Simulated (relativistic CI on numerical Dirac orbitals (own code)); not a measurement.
# Sn III (Sn²⁺): levels and lines

What are the lowest levels and the strongest lines of Sn²⁺? One CI run answers it; further runs change one setting each. Configuration energies are shifted onto measured levels.

Method: Dirac-Coulomb-Breit CI, KLI orbitals optimised for each configuration, model QED (radiative potential, 1s self-energy scaled to tabulated hydrogen-like ionisation energies), valence Slater integrals scaled by 0.85, configuration energies shifted to the measured levels that pair with them (semi-empirical). Code: relativistic CI on numerical Dirac orbitals (own code) version 4.

### Step 1. What is computed

| Quantity | Value |
| --- | --- |
| ion | Sn²⁺ (Sn III) |
| nuclear charge | 50 |
| electrons | 48 |
| isotope | A = 120 |
| first configuration typed | [Kr] 4d10 5s2 |

The outer shells:

first configuration typed
```
[Kr] core
4d [↑↓][↑↓][↑↓][↑↓][↑↓]
5s [↑↓]
```

### Step 2. The main run

Settings, as recorded:

```ini
atom Sn  Z=50  charge=2  electrons=48
nucleus A=120  rms_radius_fm=4.6519
hamiltonian dirac-coulomb  breit=on  qed=on  c_scale=1
orbitals kli  potential=per-configuration
slater_scale 0.85
correlation fit
mixing on
configurations
  [Kr] 4d10 5s2
  [Kr] 4d10 5s 5p
  [Kr] 4d10 5p2
  [Kr] 4d10 5s 6s
  [Kr] 4d10 5s 5d
  [Kr] 4d10 5s 6p
  [Kr] 4d10 4f 5s
  [Kr] 4d10 5s 7s
  [Kr] 4d10 5s 6d
  [Kr] 4d10 5s 5g
  [Kr] 4d10 5s 8s
  [Kr] 4d10 5s 7d
  [Kr] 4d10 5p 5d
  [Kr] 4d10 5d2
  [Kr] 4d10 4f2
  [Kr] 4d10 5s 7p
  [Kr] 4d10 4f 5p
  [Kr] 4d10 5s 5f
  [Kr] 4d10 5s 6f
  [Kr] 4d10 5p 6s
  [Kr] 4d9 4f 5s2
  [Kr] 4d8 5s2 5p2
  [Kr] 4d9 5s 5p2
  [Kr] 4d9 5s2 5p
  [Kr] 4d10 4f 5d
end
```

Command:

```console
> python run_levels.py task.json out
```

task.json lists these runs, among others, and the program works through them in turn.

Results of the run (chosen fields of its result record, rounded):

```text
status: converged
levels [i, E_cm, J2, conf, term, w_term, jj, w_jj, g, tau_s, breit_cm, qed_cm]:
  - [0, 0, 0, "4d10 5s2", "1S", 0.9683, "closed", 0.9683, "-", "-", 0, 0]
  - [1, 53574.629, 0, "4d10 5s 5p", "3P*", 0.9962, "5s 5p1/2", 0.9962, "-", "-", 64.05, -142.6]
  - [2, 55169.744, 2, "4d10 5s 5p", "3P*", 0.9892, "5s 5p1/2", 0.7376, 1.497, 1.888e-07, 39.95, -140.1]
  - [3, 58898.997, 4, "4d10 5s 5p", "3P*", 0.9954, "5s 5p3/2", 0.9954, 1.501, 1.377, -23.31, -133]
  - [4, 82588.572, 2, "4d10 5s 5p", "1P*", 0.9585, "5s 5p3/2", 0.7172, 1.003, 3.112e-10, -36.7, -137.7]
  - [5, 127283.86, 4, "4d10 5p2", "1D", 0.5844, "5p1/2 5p3/2", 0.6185, 1.04, 4.621e-09, -20.12, -240.4]
  - [6, 128002.03, 0, "4d10 5p2", "3P", 0.9658, "5p1/2^2", 0.7989, "-", 3.948e-10, 75.58, -301.1]
  - [7, 130394.07, 2, "4d10 5p2", "3P", 0.9917, "5p1/2 5p3/2", 0.9917, 1.502, 3.743e-10, 22.67, -295.3]
  - [8, 134292.72, 4, "4d10 5p2", "3P", 0.9088, "5p3/2^2", 0.7824, 1.459, 3.782e-10, -52.93, -279.8]
  - [9, 139221.73, 2, "4d10 5s 6s", "3S", 0.9985, "5s 6s", 0.9985, 2.002, 4.424e-10, -76.39, -90.53]
  - [10, 141338.82, 2, "4d10 5s 5d", "3D", 0.993, "5s 5d3/2", 0.993, 0.4989, 3.101e-10, -95.76, -132.9]
  - [11, 141509.05, 4, "4d10 5s 5d", "3D", 0.9922, "5s 5d3/2", 0.6036, 1.167, 3.205e-10, -101.8, -132.4]
  - [12, 141765.89, 6, "4d10 5s 5d", "3D", 0.9927, "5s 5d5/2", 0.9927, 1.334, 3.373e-10, -110.5, -131.6]
  - [13, 144006.94, 0, "4d10 5s 6s", "1S", 0.9928, "5s 6s", 0.9928, "-", 6.333e-10, -76.16, -91.15]
  - [14, 155487.27, 4, "4d10 5s 5d", "1D", 0.6004, "5s 5d5/2", 0.3729, 1.002, 2.221e-10, -88.27, -189]
  - [15, 155632.14, 0, "4d10 5p2", "1S", 0.9279, "5p3/2^2", 0.7755, "-", 3.083e-10, -35.41, -283.2]
  - [16, 159903.96, 0, "4d10 5s 6p", "3P*", 0.992, "5s 6p1/2", 0.992, "-", 4.248e-09, -64.93, -128.6]
  - [17, 160251.21, 2, "4d10 5s 6p", "3P*", 0.9513, "5s 6p1/2", 0.8323, 1.48, 3.972e-09, -67.28, -128.2]
  - [18, 161364.73, 4, "4d10 5s 6p", "3P*", 0.9931, "5s 6p3/2", 0.9931, 1.501, 3.584e-09, -85.22, -125.8]
  - [19, 163655.83, 2, "4d10 5s 6p", "1P*", 0.9252, "5s 6p3/2", 0.8142, 1.021, 2.828e-09, -64.72, -129.1]
  - [20, 179267.6, 4, "4d10 5s 4f", "3F*", 0.9474, "5s 4f5/2", 0.9474, 0.666, 1.733e-09, -108, -134]
  - [21, 179323.72, 6, "4d10 5s 4f", "3F*", 0.8881, "5s 4f7/2", 0.6522, 1.078, 1.645e-09, -110, -133.1]
  - [22, 179460.37, 8, "4d10 5s 4f", "3F*", 0.9624, "5s 4f7/2", 0.9624, 1.251, 1.651e-09, -113.3, -130.9]
  - [23, 179778.35, 6, "4d10 5s 4f", "1F*", 0.8912, "5s 4f5/2", 0.6603, 1.006, 1.138e-09, -112.4, -132.6]
  - [24, 186688.29, 2, "4d10 5s 7s", "3S", 0.9994, "5s 7s", 0.9994, 2.002, 6.638e-10, -94.68, -109.2]
  - [25, 187925.93, 2, "4d10 5s 6d", "3D", 0.9984, "5s 6d3/2", 0.9984, 0.4989, 8.112e-10, -102.2, -126.3]
  - [26, 187996.29, 4, "4d10 5s 6d", "3D", 0.9974, "5s 6d3/2", 0.6289, 1.167, 8.342e-10, -104.8, -126.1]
  - [27, 188108.53, 6, "4d10 5s 6d", "3D", 0.9983, "5s 6d5/2", 0.9983, 1.334, 8.798e-10, -108.9, -125.7]
  - [28, 188496.98, 0, "4d10 5s 7s", "1S", 0.9928, "5s 7s", 0.9928, "-", 7.385e-10, -89.82, -106.8]
  - [29, 190858.26, 4, "4d10 5s 6d", "1D", 0.9541, "5s 6d5/2", 0.6029, 1, 5.718e-10, -101.4, -130.8]
  - [30, 195240.37, 0, "4d10 5s 7p", "3P*", 0.9862, "5s 7p1/2", 0.9862, "-", 1.354e-08, -89.26, -126.7]
  - [31, 195370.07, 2, "4d10 5s 7p", "3P*", 0.8714, "5s 7p1/2", 0.9177, 1.441, 7.087e-09, -89.33, -126.6]
  - [32, 195912.11, 4, "4d10 5s 7p", "3P*", 0.989, "5s 7p3/2", 0.989, 1.501, 1.166e-08, -98, -125.2]
  - [33, 196140.06, 2, "4d10 5s 7p", "1P*", 0.829, "5s 7p3/2", 0.8827, 1.061, 1.947e-09, -91.11, -131.4]
  - [34, 202597.4, 4, "4d10 5p 5d", "3F*", 0.523, "5p1/2 5d3/2", 0.5703, 0.6907, 1.197e-09, -72.03, -232.1]
  - "... 45 more rows left out ..."
lines, the strongest and those to the lowest levels [upper, lower, type, S_au, A_per_s, branching]:
  - [4, 0, "E1", 8.445, 3.213e+09, 1]
  - [8, 3, "E1", 10.72, 1.862e+09, 0.7041]
  - [10, 1, "E1", 3.923, 1.791e+09, 0.5554]
  - [11, 2, "E1", 8.855, 2.31e+09, 0.7402]
  - [12, 3, "E1", 18, 2.964e+09, 1]
  - [14, 4, "E1", 28.47, 4.469e+09, 0.9926]
  - [22, 12, "E1", 50.23, 6.056e+08, 0.9999]
  - [27, 3, "E1", 1.216, 7.592e+08, 0.6679]
  - [29, 4, "E1", 2.619, 1.347e+09, 0.7701]
  - [41, 22, "E1", 123.6, 4.319e+08, 0.9997]
  - [42, 5, "E1", 10.39, 2.134e+09, 0.819]
  - [51, 11, "E1", 13.22, 1.216e+09, 0.6407]
  - [53, 12, "E1", 25.14, 1.932e+09, 0.9638]
  - [54, 6, "E1", 7.932, 3.186e+09, 0.6084]
  - [55, 7, "E1", 13.25, 2.991e+09, 0.6109]
  - [56, 8, "E1", 7.062, 1.47e+09, 0.393]
  - [56, 9, "E1", 8.678, 1.493e+09, 0.3991]
  - [57, 8, "E1", 24.61, 3.81e+09, 0.6835]
  - [57, 12, "E1", 6.689, 7.752e+08, 0.1391]
  - [58, 7, "E1", 4.005, 1.72e+09, 0.359]
  - [59, 8, "E1", 8.056, 1.812e+09, 0.4346]
  - [62, 14, "E1", 13.18, 9.281e+08, 0.5749]
  - [71, 14, "E1", 6.717, 1.782e+09, 0.3341]
  - [71, 15, "E1", 11.27, 2.973e+09, 0.5572]
  - [72, 14, "E1", 5.998, 7.316e+08, 0.8374]
  - [75, 14, "E1", 30.86, 4.11e+09, 0.8738]
  - [76, 0, "E1", 1.523, 1.333e+10, 0.9933]
  - [78, 0, "E1", 0.1979, 1.79e+09, 0.9806]
n_levels_all: 321
total_energy [Ha]: -6170.9869822
configurations [conf, odd, states, E_av_cm, breit_Ha, qed_Ha, corr_Ha]:
  - ["4d10 5s2", 0, 1, 5883.73, 4.419, 2.949, -2.958]
  - ["4d10 5s 5p", 1, 12, 65202.8, 4.419, 2.948, -2.937]
  - ["4d10 5p2", 0, 15, 137488, 4.419, 2.948, -2.931]
  - ["4d10 5s 6s", 0, 4, 140506, 4.419, 2.948, -2.929]
  - ["4d10 5s 5d", 0, 20, 143641, 4.419, 2.948, -2.926]
  - ["4d10 5s 6p", 1, 12, 161973, 4.419, 2.948, -2.922]
  - ["4d10 5s 4f", 1, 28, 180959, 4.419, 2.948, -2.919]
  - ["4d10 5s 7s", 0, 4, 187118, 4.419, 2.948, -2.917]
  - ["4d10 5s 6d", 0, 20, 188545, 4.419, 2.948, -2.918]
  - ["4d10 5s 5g", 0, 36, 206329, 4.419, 2.948, -2.912]
  - ["4d10 5s 8s", 0, 4, 208161, 4.419, 2.948, -2.914]
  - ["4d10 5s 7d", 0, 20, 208948, 4.419, 2.948, -2.915]
  - ["4d10 5p 5d", 1, 60, 213944, 4.419, 2.948, -2.916]
  - ["4d10 5d2", 0, 45, 294313, 4.418, 2.947, -2.922]
  - "... 11 more rows left out ..."
radial 4d10 5s 5p [Ha, bohr]: {"<r^1>(5s)": 2.224, "<r^2>(5s)": 5.5804, "<r^4>(5s)": 47.046, "<r^-3>(5p)": 12.981, "<r^1>(5p)": 2.6955, "<r^2>(5p)": 8.2162, "<r^4>(5p)": 103.23, "G1(5s,5p)": 0.23747, "zeta(5p)": 0.015535}
empirical_shift [conf, shift_cm, paired_levels]:
  - ["4d10 5s2", 0, 1]
  - ["4d10 5s 5p", 3423.3, 4]
  - ["4d10 5p2", 3756.4, 4]
  - ["4d10 5s 6s", 2718.7, 2]
  - ["4d10 5s 5d", 3640, 4]
  - ["4d10 5s 6p", 3827.9, 4]
  - ["4d10 5s 4f", 444.09, 4]
  - ["4d10 5s 7s", 3512.5, 1]
  - ["4d10 5s 6d", 3806.7, 3]
  - ["4d10 5s 5g", 2162.2, 1]
  - ["4d10 5s 8s", 3557.8, 1]
  - ["4d10 5s 7d", 3698, 3]
  - ["4d10 5p 5d", 5395.9, 0]
  - ["4d10 5d2", 3640, 0]
  - "... 11 more rows left out ..."
```

It took 1.9 s on 1 thread of Intel Xeon 6975P-C (Granite Rapids), shared host.

The same levels in spectroscopic notation (° marks odd parity):

```
     level  energy (cm⁻¹)  LS purity (%)  jj purity (%)  radiative lifetime (s)
   5s2 1S0            0.0             97             97                       -
5s 5p 3P°0          53575            100            100                       -
5s 5p 3P°1          55170             99             74                 1.9e-07
5s 5p 3P°2          58899            100            100                     1.4
5s 5p 1P°1          82589             96             72                 3.1e-10
   5p2 1D2         127284             58             62                 4.6e-09
   5p2 3P0         128002             97             80                 3.9e-10
   5p2 3P1         130394             99             99                 3.7e-10
   5p2 3P2         134293             91             78                 3.8e-10
 5s 6s 3S1         139222            100            100                 4.4e-10
 5s 5d 3D1         141339             99             99                 3.1e-10
 5s 5d 3D2         141509             99             60                 3.2e-10
 5s 5d 3D3         141766             99             99                 3.4e-10
 5s 6s 1S0         144007             99             99                 6.3e-10
```

Where the configurations lie:

```
configuration  levels among the lowest 60  parity  lowest (cm⁻¹)  highest (cm⁻¹)
          5s2                           1    even            0.0             0.0
        5s 5p                           4     odd          53575           82589
          5p2                           5    even         127284          155632
        5s 6s                           2    even         139222          144007
        5s 5d                           4    even         141339          155487
        5s 6p                           4     odd         159904          163656
        5s 4f                           4     odd         179268          179778
        5s 7s                           2    even         186688          188497
        5s 6d                           4    even         187926          190858
```

Strongest E1 lines among the lowest 80 of 321 levels, by gA:

```
           upper       lower  wavelength (nm)   A (1/s)
 4d9 5s2 5p 1P°1     5s2 1S0            42.57  1.33e+10
      5p 5d 1F°3   5s 5d 1D2            129.5  4.11e+09
      5p 5d 3D°3     5p2 3P2            123.2  3.81e+09
       5s 5d 1D2  5s 5p 1P°1            137.2  4.47e+09
       5s 5d 3D3  5s 5p 3P°2            120.7  2.96e+09
      5p 5d 3F°4   5s 5d 3D3            143.1  1.93e+09
5p 5d 3P°2 + 3D°     5p2 3P1            121.5  2.99e+09
       5s 5d 3D2  5s 5p 3P°1            115.8  2.31e+09
      5p 5d 1D°2     5p2 1D2            125.4  2.13e+09
      5s 5p 1P°1     5s2 1S0            121.1  3.21e+09
```

### Step 3. Beside measured levels

Computed and measured (Moore, Atomic Energy Levels, vol. III, NSRDS-NBS 35 (1971 reprint of NBS Circular 467, 1958); an old analysis) energies in cm⁻¹:

```
     level  computed  measured  difference
   5s2 1S0         0         0          +0
5s 5p 3P°0     53575     53548         +27
5s 5p 3P°1     55170     55196         -27
5s 5p 3P°2     58899     59229        -330
5s 5p 1P°1     82589     79911       +2677
   5p2 3P0    128002    127308        +694
   5p2 1D2    127284    128205        -921
   5p2 3P1    130394    130120        +274
   5p2 3P2    134293    134567        -274
 5s 6s 3S1    139222    139638        -416
 5s 5d 3D1    141339    141322         +17
 5s 5d 3D2    141509    141526         -17
 5s 5d 3D3    141766    141838         -72
 5s 6s 1S0    144007    143591        +416
 5s 5d 1D2    155487    154116       +1372
5s 6p 3P°0    159904    159940         -36
5s 6p 3P°1    160251    160215         +36
5s 6p 3P°2    161365    161438         -74
5s 6p 1P°1    163656    162725        +931
5s 4f 3F°2    179268    179307         -39
5s 4f 3F°3    179324    179343         -19
5s 4f 3F°4    179460    179441         +19
```

 The first 22 of 32 pairs are shown.

### Step 4. Slater integrals scaled by 0.75

The settings differ from step 2 so:

```diff
@@ -4,3 +4,3 @@
 orbitals kli  potential=per-configuration
-slater_scale 0.85
+slater_scale 0.75
 correlation fit
```

Results of the run:

```text
status: converged
levels [i, E_cm, J2, conf, term, w_term, w_jj]:
  - [0, 0, 0, "4d10 5s2", "1S", 0.9743, 0.9743]
  - [1, 53626.545, 0, "4d10 5s 5p", "3P*", 0.997, 0.997]
  - [2, 55177.168, 2, "4d10 5s 5p", "3P*", 0.9884, 0.746]
  - [3, 58881.819, 4, "4d10 5s 5p", "3P*", 0.9963, 0.9963]
  - [4, 79930.485, 2, "4d10 5s 5p", "1P*", 0.963, 0.7292]
  - [5, 127784.59, 0, "4d10 5p2", "3P", 0.9604, 0.8168]
  - [6, 128039.86, 4, "4d10 5p2", "1D", 0.5894, 0.6638]
  - [7, 130285.17, 2, "4d10 5p2", "3P", 0.9935, 0.9935]
  - [8, 134287.55, 4, "4d10 5p2", "3P", 0.883, 0.8021]
  - [9, 139511.53, 2, "4d10 5s 6s", "3S", 0.9988, 0.9988]
  - [10, 141386.54, 2, "4d10 5s 5d", "3D", 0.9945, 0.9945]
  - [11, 141554.61, 4, "4d10 5s 5d", "3D", 0.9937, 0.6058]
  - [12, 141809.98, 6, "4d10 5s 5d", "3D", 0.9942, 0.9942]
  - [13, 143717.25, 0, "4d10 5s 6s", "1S", 0.9919, 0.9919]
  - [14, 152786.77, 0, "4d10 5p2", "1S", 0.9286, 0.7972]
  - [15, 153765.68, 4, "4d10 5s 5d", "1D", 0.6228, 0.3877]
  - "... 64 more rows left out ..."
n_levels_all: 321
total_energy [Ha]: -6170.9814163
configurations [conf, odd, states, E_av_cm, breit_Ha, qed_Ha, corr_Ha]:
  - ["4d10 5s2", 0, 1, 4662.18, 4.419, 2.949, -2.958]
  - ["4d10 5s 5p", 1, 12, 64200.1, 4.419, 2.948, -2.936]
  - ["4d10 5p2", 0, 15, 136614, 4.419, 2.948, -2.93]
  - ["4d10 5s 6s", 0, 4, 140648, 4.419, 2.948, -2.923]
  - ["4d10 5s 5d", 0, 20, 143364, 4.419, 2.948, -2.922]
  - ["4d10 5s 6p", 1, 12, 161809, 4.419, 2.948, -2.917]
  - ["4d10 5s 4f", 1, 28, 180618, 4.419, 2.948, -2.915]
  - ["4d10 5s 7s", 0, 4, 187066, 4.419, 2.948, -2.912]
  - ["4d10 5s 6d", 0, 20, 188475, 4.419, 2.948, -2.913]
  - ["4d10 5s 5g", 0, 36, 206287, 4.419, 2.948, -2.907]
  - ["4d10 5s 8s", 0, 4, 208136, 4.419, 2.948, -2.909]
  - ["4d10 5s 7d", 0, 20, 208915, 4.419, 2.948, -2.909]
  - ["4d10 5p 5d", 1, 60, 214000, 4.419, 2.948, -2.91]
  - ["4d10 5d2", 0, 45, 294134, 4.418, 2.947, -2.917]
  - "... 11 more rows left out ..."
empirical_shift [conf, shift_cm, paired_levels]:
  - ["4d10 5s2", 0, 1]
  - ["4d10 5s 5p", 3642.2, 4]
  - ["4d10 5p2", 4104.1, 4]
  - ["4d10 5s 6s", 4082.5, 2]
  - ["4d10 5s 5d", 4585, 4]
  - ["4d10 5s 6p", 4885.1, 4]
  - ["4d10 5s 4f", 1324.2, 4]
  - ["4d10 5s 7s", 4682.3, 1]
  - ["4d10 5s 6d", 4958.2, 3]
  - ["4d10 5s 5g", 3342, 1]
  - ["4d10 5s 8s", 4754.3, 1]
  - ["4d10 5s 7d", 4887, 3]
  - ["4d10 5p 5d", 6672.9, 1]
  - ["4d10 5d2", 4682.3, 0]
  - "... 11 more rows left out ..."
```

It took 2.3 s on 1 thread of Intel Xeon 6975P-C (Granite Rapids), shared host.

Shifts of the excitation energies against the main run, counted from its lowest level (cm⁻¹):

```
     level  main run    shift
5s 5p 3P°0     53575    +51.9
5s 5p 3P°1     55170     +7.4
5s 5p 3P°2     58899    -17.2
5s 5p 1P°1     82589  -2658.1
   5p2 1D2    127284   +756.0
   5p2 3P0    128002   -217.4
   5p2 3P1    130394   -108.9
   5p2 3P2    134293     -5.2
 5s 6s 3S1    139222   +289.8
 5s 5d 3D1    141339    +47.7
 5s 5d 3D2    141509    +45.6
 5s 5d 3D3    141766    +44.1
```

### Step 5. Slater integrals scaled by 1

The settings differ from step 4 so:

```diff
@@ -4,3 +4,3 @@
 orbitals kli  potential=per-configuration
-slater_scale 0.75
+slater_scale 1
 correlation fit
```

Results of the run:

```text
status: converged
levels [i, E_cm, J2, conf, term, w_term, w_jj]:
  - [0, 0, 0, "4d10 5s2", "1S", 0.9586, 0.9586]
  - [1, 53545.613, 0, "4d10 5s 5p", "3P*", 0.9949, 0.9949]
  - [2, 55198.761, 2, "4d10 5s 5p", "3P*", 0.9894, 0.7275]
  - [3, 58970.001, 4, "4d10 5s 5p", "3P*", 0.9938, 0.9938]
  - [4, 86439.578, 2, "4d10 5s 5p", "1P*", 0.9496, 0.701]
  - [5, 126021.19, 4, "4d10 5p2", "1D", 0.5756, 0.5677]
  - [6, 128184.93, 0, "4d10 5p2", "3P", 0.9704, 0.7759]
  - [7, 130445.39, 2, "4d10 5p2", "3P", 0.9885, 0.9885]
  - [8, 134241.37, 4, "4d10 5p2", "3P", 0.9318, 0.7594]
  - [9, 138791.05, 2, "4d10 5s 6s", "3S", 0.9979, 0.9979]
  - [10, 141337.44, 2, "4d10 5s 5d", "3D", 0.9905, 0.9905]
  - [11, 141510.34, 4, "4d10 5s 5d", "3D", 0.9896, 0.6011]
  - "... 68 more rows left out ..."
n_levels_all: 321
total_energy [Ha]: -6170.9963821
configurations [conf, odd, states, E_av_cm, breit_Ha, qed_Ha, corr_Ha]:
  - ["4d10 5s2", 0, 1, 7946.76, 4.419, 2.949, -2.958]
  - ["4d10 5s 5p", 1, 12, 66785.5, 4.419, 2.948, -2.94]
  - ["4d10 5p2", 0, 15, 138748, 4.419, 2.948, -2.935]
  - ["4d10 5s 6s", 0, 4, 140296, 4.419, 2.948, -2.94]
  - ["4d10 5s 5d", 0, 20, 144165, 4.419, 2.948, -2.933]
  - ["4d10 5s 6p", 1, 12, 162239, 4.419, 2.948, -2.93]
  - ["4d10 5s 4f", 1, 28, 181565, 4.419, 2.948, -2.926]
  - ["4d10 5s 7s", 0, 4, 187196, 4.419, 2.948, -2.926]
  - ["4d10 5s 6d", 0, 20, 188655, 4.419, 2.948, -2.927]
  - ["4d10 5s 5g", 0, 36, 206400, 4.419, 2.948, -2.921]
  - ["4d10 5s 8s", 0, 4, 208199, 4.419, 2.948, -2.923]
  - ["4d10 5s 7d", 0, 20, 208999, 4.419, 2.948, -2.924]
  - ["4d10 5p 5d", 1, 60, 214075, 4.419, 2.948, -2.925]
  - ["4d10 5d2", 0, 45, 294590, 4.418, 2.947, -2.93]
  - "... 11 more rows left out ..."
empirical_shift [conf, shift_cm, paired_levels]:
  - ["4d10 5s2", 0, 1]
  - ["4d10 5s 5p", 2942.9, 4]
  - ["4d10 5p2", 2953.5, 4]
  - ["4d10 5s 6s", 445.62, 2]
  - ["4d10 5s 5d", 2101.8, 4]
  - ["4d10 5s 6p", 2030.4, 4]
  - ["4d10 5s 4f", -1013.7, 4]
  - ["4d10 5s 7s", 1527.1, 1]
  - ["4d10 5s 6d", 1853.7, 3]
  - ["4d10 5s 5g", 170.27, 1]
  - ["4d10 5s 8s", 1532.4, 1]
  - ["4d10 5s 7d", 1686.4, 3]
  - ["4d10 5p 5d", 3463.8, 1]
  - ["4d10 5d2", 1853.7, 0]
  - "... 11 more rows left out ..."
```

It took 2.6 s on 1 thread of Intel Xeon 6975P-C (Granite Rapids), shared host.

Shifts of the excitation energies against the main run, counted from its lowest level (cm⁻¹):

```
     level  main run    shift
5s 5p 3P°0     53575    -29.0
5s 5p 3P°1     55170    +29.0
5s 5p 3P°2     58899    +71.0
5s 5p 1P°1     82589  +3851.0
   5p2 1D2    127284  -1262.7
   5p2 3P0    128002   +182.9
   5p2 3P1    130394    +51.3
   5p2 3P2    134293    -51.4
 5s 6s 3S1    139222   -430.7
 5s 5d 3D1    141339     -1.4
 5s 5d 3D2    141509     +1.3
 5s 5d 3D3    141766     +3.1
```

### Step 6. The runs side by side

| run | time | mean size of shift, levels followed (cm⁻¹) | lowest level | mean error to measured (cm⁻¹) |
| --- | --- | --- | --- | --- |
| main run | 1.9 s | 0 | 5s2 1S0 | 322 |
| Slater integrals scaled by 0.75 | 2.3 s | 354 | 5s2 1S0 | - |
| Slater integrals scaled by 1 | 2.6 s | 497 | 5s2 1S0 | - |

### Step 7. Summary of results

```
                                                                       quantity                           value
                                                                   lowest level                         5s2 1S0
                                                               first excitation          5s 5p 3P°0, 53575 cm⁻¹
                                               lowest level of the other parity          5s 5p 3P°0, 53575 cm⁻¹
                                                            levels in the model                             321
fastest E1 line (by rate) to the lowest level among the lowest 80 of 321 levels  42.57 nm, from 4d9 5s2 5p 1P°1
                                                    mean error of paired levels                322 cm⁻¹ over 31
```

**Reading.** The lowest level is 5s2 1S0, 97 % pure in LS and 97 % in jj coupling; over the low levels the means are 93 and 84 %, so LS coupling describes them better. Of the changes tried, the run «Slater integrals scaled by 1» moves the low levels most, by 497 cm⁻¹ on average. The configurations are shifted onto measured levels, so the match to them is no test; configurations with no paired level borrow a shift and can be far off. Lifetimes count radiative decay inside the model alone.
